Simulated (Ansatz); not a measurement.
**C3H9BrClHfN: small, medium and large basis sets**

One table from this session's results is given with a row withheld; the runs are named, their logs left out.

Program: Ansatz 0.2.0, Gaussian basis. Level of theory: one geometry, several basis sets. These are calculated values, not measurements.

The runs, in order: PBE0-D4/def2-SVP; ωB97M-V/def2-SVP; PBE0-D4/def2-QZVPP; ωB97M-V/def2-QZVPP; the functionals' def2-TZVPP values are taken from earlier runs.

## Structure used throughout

All runs share one geometry, relaxed beforehand with PBE0-D4 in a triple-zeta def2 set. Hf takes the def2 core potential; no spin-orbit term is included.

16 atoms, charge 0, spin multiplicity 1.

Atoms are counted from 1 here; the program's logs count them from 0.

Bond lengths: C1–N2 1.448 Å, C1–H8 1.098 Å, C1–H9 1.098 Å, C1–H10 1.097 Å, N2–C3 1.443 Å, N2–Hf4 1.993 Å, C3–H11 1.092 Å, C3–H12 1.098 Å, C3–H13 1.098 Å, Hf4–C5 2.203 Å, Hf4–Cl6 2.352 Å, Hf4–Br7 2.521 Å, C5–H14 1.095 Å, C5–H15 1.097 Å, C5–H16 1.096 Å. Angles: N2–C1–H8 111.4°, N2–C1–H9 111.4°, N2–C1–H10 111.1°, H8–C1–H9 108.4°, H8–C1–H10 107.4°, H9–C1–H10 107.0°, C1–N2–C3 113.3°, C1–N2–Hf4 116.1°, C3–N2–Hf4 130.5°, N2–C3–H11 110.8°, N2–C3–H12 111.1°, N2–C3–H13 111.2°, H11–C3–H12 108.0°, H11–C3–H13 108.0°, H12–C3–H13 107.7°, N2–Hf4–C5 103.2°, N2–Hf4–Cl6 110.6°, N2–Hf4–Br7 110.0° and more.

Set-up of the first run:

in.yaml

```yaml
crystal:
  periodic: [false, false, false]
  atoms:
    - {symbol: C, position_ang: [1.128827, -1.218804, -0.282880]}
    - {symbol: N, position_ang: [0.540861, 0.057584, -0.631150]}
    - {symbol: C, position_ang: [0.588668, 0.341602, -2.045438]}
    - {symbol: Hf, position_ang: [-0.193052, 1.128584, 0.881274]}
    - {symbol: C, position_ang: [-1.800637, -0.153385, 1.672116]}
    - {symbol: Cl, position_ang: [-1.172484, 3.114840, 0.088526]}
    - {symbol: Br, position_ang: [1.525242, 1.319441, 2.716212]}
    - {symbol: H, position_ang: [0.599725, -2.048935, -0.768493]}
    - {symbol: H, position_ang: [2.186233, -1.264599, -0.573484]}
    - {symbol: H, position_ang: [1.086032, -1.391819, 0.799114]}
    - {symbol: H, position_ang: [0.133196, 1.310007, -2.261580]}
    - {symbol: H, position_ang: [0.049369, -0.422411, -2.620878]}
    - {symbol: H, position_ang: [1.623923, 0.364668, -2.410597]}
    - {symbol: H, position_ang: [-1.457831, -1.166767, 1.907603]}
    - {symbol: H, position_ang: [-2.225337, 0.273367, 2.588734]}
    - {symbol: H, position_ang: [-2.612726, -0.243354, 0.940892]}
basis:
  gaussian: {orbitals: def2-SVP}
hamiltonian: {xc: pbe0, dispersion: d4}
output: {orbitals: {seedname: orbitals}}
```

Command:

```sh
ansatz run in.yaml --threads 2 --pin off --events-out ev --progress --plain --max-ram 32768MiB --backend cpu
```

Steps of the session up to this table: PBE0-D4 in def2-SVP; ωB97M-V in def2-SVP; PBE0-D4 in def2-QZVPP; ωB97M-V in def2-QZVPP.

One table of the session follows, with a row left open; its other results are not shown here.

It belongs to the step «Density functionals: the series». 

| functional | basis | HOMO (eV) |
| --- | --- | --- |
| PBE0-D4 | def2-SVP | -7.08 |
| PBE0-D4 | def2-TZVPP | -7.09 |
| PBE0-D4 | def2-QZVPP | ? |
| ωB97M-V | def2-SVP | -9.33 |
| ωB97M-V | def2-TZVPP | -9.35 |
| ωB97M-V | def2-QZVPP | -9.36 |

Estimate the missing values for PBE0-D4, def2-QZVPP.

**Answer.** HOMO (eV): -7.10. In the column «HOMO (eV)» it lies between ωB97M-V, def2-SVP (-9.33) and PBE0-D4, def2-TZVPP (-7.09).
